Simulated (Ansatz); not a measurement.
Write a Python script for Ansatz 0.2.0, Python API that makes a test of scalar relativity of GeH₄N (charge -1), SMILES [NH2][GeH2-]. Settings (for the species named): PBE, cc-pVTZ basis, multiplicity 1.

| atom | x (Å) | y (Å) | z (Å) |
| --- | --- | --- | --- |
| N | -1.0216 | -0.1659 | 0.2724 |
| Ge | 0.8115 | 0.1226 | 0.4517 |
| H | -1.4759 | 0.7744 | 0.2838 |
| H | -1.1711 | -0.5607 | -0.6829 |
| H | 1.5584 | -1.2322 | 0.3559 |
| H | 1.2988 | 1.0620 | -0.6809 |

`x2c_geh4n.py`:
```python
"""GeH4N(-) with and without the spin-free two-component Hamiltonian."""

import ansatz as az
import numpy as np

XC = "PBE"
NET_CHARGE = -1

GEOMETRY = """
N    -1.02160   -0.16590    0.27240
Ge    0.81150    0.12260    0.45170
H    -1.47590    0.77440    0.28380
H    -1.17110   -0.56070   -0.68290
H     1.55840   -1.23220    0.35590
H     1.29880    1.06200   -0.68090
"""


def main() -> None:
    system = az.Crystal.molecule()
    for line in GEOMETRY.strip().splitlines():
        symbol, *xyz = line.split()
        system = system.atom(symbol, [float(v) for v in xyz])

    base = (
        system.calculation()
        .functional(XC)
        .charge(NET_CHARGE)
        .forces()  # eV per angstrom
    )
    # a set contracted for a scalar-relativistic Hamiltonian goes with the relativistic run
    sets = {"none": "cc-pVTZ", "scalar": "cc-pVTZ-DK"}
    found = {kind: base.basis(gaussian=basis).pseudopotentials(relativity=kind).run(threads=1).report for kind, basis in sets.items()}
    for kind, each in found.items():
        dipole = 4.803205 * np.linalg.norm(each["charge_distribution"]["dipole_moment_e_ang"])
        print(f"{kind:7s} E = {each['free_energy_ev']:.4f} eV  dipole {dipole:.3f} D  largest force component {np.abs(each['forces_ev_ang']).max():.4f} eV/A")
    print(f"relativity lowers the total energy by {found['none']['free_energy_ev'] - found['scalar']['free_energy_ev']:.3f} eV")


if __name__ == "__main__":
    main()
```

Running `python x2c_geh4n.py` prints:
```text
none    E = -58064.0129 eV  dipole 2.588 D  largest force component 3.0355 eV/A
scalar  E = -58658.0656 eV  dipole 2.472 D  largest force component 3.0951 eV/A
relativity lowers the total energy by 594.053 eV
```

What to keep in mind:
- Total energies depend on the basis set; only differences at equal settings carry meaning.
- The geometry is a force-field or estimated start, not a minimum of this method. The basis set changes with the Hamiltonian (a set recontracted for scalar relativity), and most of the change in the total lies in the cores.
- An ion's dipole depends on the origin; the program takes it about the centre of nuclear charge.
- Anions want diffuse functions, which this basis lacks.
- Finished in 5.2 s on 1 thread of Arm Neoverse V2 (shared host), peak memory 0.2 GiB.
